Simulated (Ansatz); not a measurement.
## AgAu, space group R-3m: the orbital character of the bands

Program: Ansatz 0.2.0, Python API.

The script reads `POSCAR`:
```text
AgAu
1.0
   1.45758787    0.84153875    4.73064108
  -1.45758787    0.84153875    4.73064108
   0.00000000   -1.68307749    4.73064108
Ag Au
1 1
Direct
   0.00000000    0.00000000    0.00000000
   0.50000000    0.50000000    0.50000000
```

The script, `run_fatbands.py`:
```python
"""Orbital character of the bands of AgAu."""

from collections import Counter
from pathlib import Path
import json
import logging
import sys
import warnings

import ansatz as az
from ase.io import read
import pandas as pd

logging.basicConfig(stream=sys.stdout, format="%(levelname)s %(message)s")
logger = logging.getLogger("calc")
logger.setLevel(logging.INFO)

warnings.simplefilter("ignore", az.DeckWarning)

atoms = read("POSCAR", format="vasp")
system = az.Crystal.from_ase(atoms)

points = {"H_0": (0.5, -0.18776, 0.18776), "L": (0.5, 0.0, 0.0), "G": (0.0, 0.0, 0.0), "S_0": (0.34388, -0.34388, 0.0)}
calc = system.calculation()
calc = calc.functional("pbesol")
calc = calc.basis(17 * az.Ha)
calc = calc.kpoints(spacing=0.29)
calc = calc.occupations(az.OccupationsMethod.METHFESSEL_PAXTON, width=0.1).band_structure(list(points.values()), intervals=1)
calc = calc.fat_bands()
result = calc.run(events_out="events.ndjson")
r = result.report
with open("events.ndjson") as stream:
    kinds = Counter(json.loads(line)["event"] for line in stream)
print("events:", {kind: kinds[kind] for kind in ("scf_iter", "scf_done", "notice", "finished")})
file = Path(result.write_results("results")) / "fatbands.tsv"
names = file.read_text().splitlines()[0].lstrip("# ").split("\t")
table = pd.read_csv(file, sep="\t", comment="#", names=names)
near = table[table.e_minus_ef.abs() < 4]
for ik, label in enumerate(points):
    print(label)
    for _, row in near[near.ik == ik].iterrows():
        main = row[names[4:]].astype(float).nlargest(2)
        logger.info(f"   band {int(row.band):3d} {row.e_minus_ef:7.3f} eV  " + ", ".join(f"{k} {v:.2f}" for k, v in main.items()))
```

```console
$ python run_fatbands.py
events: {'scf_iter': 5, 'scf_done': 1, 'notice': 2, 'finished': 1}
H_0
INFO    band  14  -3.655 eV  ag0_l2_4D 0.53, au1_l2_5D 0.46
INFO    band  15  -3.570 eV  au1_l2_5D 0.62, ag0_l2_4D 0.37
INFO    band  16  -2.794 eV  ag0_l2_4D 0.66, au1_l2_5D 0.34
INFO    band  17  -2.464 eV  au1_l2_5D 0.70, ag0_l2_4D 0.30
INFO    band  18   2.647 eV  au1_l0_6S 0.81, ag0_l2_4D 0.05
INFO    band  19   3.444 eV  ag0_l2_4D 0.02, au1_l2_5D 0.01
INFO    band  20   3.831 eV  au1_l2_5D 0.04, au1_l0_6S 0.04
L
INFO    band  14  -3.973 eV  ag0_l2_4D 1.00, au1_l1_5P 0.00
INFO    band  15  -3.456 eV  au1_l2_5D 1.00, ag0_l1_4P 0.00
INFO    band  16  -2.954 eV  ag0_l2_4D 1.00, au1_l1_5P 0.00
INFO    band  17  -1.915 eV  au1_l2_5D 1.00, ag0_l1_4P 0.00
INFO    band  18   0.633 eV  ag0_l0_5S 0.55, ag0_l2_4D 0.16
INFO    band  19   1.037 eV  au1_l0_6S 0.54, au1_l2_5D 0.25
G
INFO    band  15  -3.497 eV  ag0_l2_4D 0.54, au1_l2_5D 0.45
INFO    band  16  -3.497 eV  ag0_l2_4D 0.54, au1_l2_5D 0.45
INFO    band  17  -2.406 eV  au1_l2_5D 0.71, ag0_l2_4D 0.29
INFO    band  18  -2.406 eV  au1_l2_5D 0.71, ag0_l2_4D 0.29
INFO    band  19  -0.711 eV  ag0_l1_4P 0.00, ag0_l0_4S 0.00
INFO    band  20   3.275 eV  ag0_l0_5S 0.41, au1_l0_6S 0.41
S_0
INFO    band  14  -3.710 eV  au1_l2_5D 0.54, ag0_l2_4D 0.46
INFO    band  15  -3.451 eV  au1_l2_5D 0.55, ag0_l2_4D 0.45
INFO    band  16  -2.870 eV  ag0_l2_4D 0.61, au1_l2_5D 0.38
INFO    band  17  -2.504 eV  au1_l2_5D 0.66, ag0_l2_4D 0.33
INFO    band  18   2.492 eV  au1_l0_6S 0.79, ag0_l2_4D 0.04
INFO    band  19   3.315 eV  au1_l2_5D 0.02, ag0_l2_4D 0.02
```

What to keep in mind:
- For a metal this k-point mesh is coarse: on a finer one energies can move by several to tens of meV an atom and pressures by half a GPa or more, differences at one mesh by less.
- The structure comes from a database of computed cells and needn't be a stable or known phase.
- Gaps and levels are Kohn-Sham values on a finite set of k-points, without spin-orbit coupling.
- Energies are less the Fermi level and bands count from 0. Only the largest channels are printed, equivalent atoms hold more, and in degenerate sets the split between sites is arbitrary; shells that the potentials lack have no channel.
- Run time: 5.4 s on 1 thread of Arm Neoverse V1, on a shared host, peak memory 0.49 GiB.
